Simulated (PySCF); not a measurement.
# CoI2 (CoI2): the cost of one run

Computed with PySCF 2.14.0 and routines of our own; the level stands in each step. Atoms count from 0.

## 1. The system as given

3 atoms, charge 0, states of the metal's open shell are computed; geometry from: model start, shaken.

## 2. Relaxing the molecule at PBE0-D3(BJ)/def2-TZVP

The job: settings as JSON, then the geometry in Å.

```
{"job": {"xc": "PBE0", "basis": "def2-TZVP", "d3": "d3bj", "grid": 1, "maxiter": 45, "kind": "geom"}, "charge": 0, "metal": "Co", "open_shell": "d7"}
Co     0.000020     0.004480    -0.004110
I     -0.013360    -0.006820     2.550130
I      0.000900     0.020100    -2.572380
```

Run with:

```bash
$ OMP_NUM_THREADS=1 python lf_run.py task.json out
```

This one command runs all jobs of the session in turn.

**Question.** How long does this first job take on 1 thread of Intel Xeon 6975P-C, shared host, and how much memory does it need?

About 59 s, with a peak of 0.52 GiB.
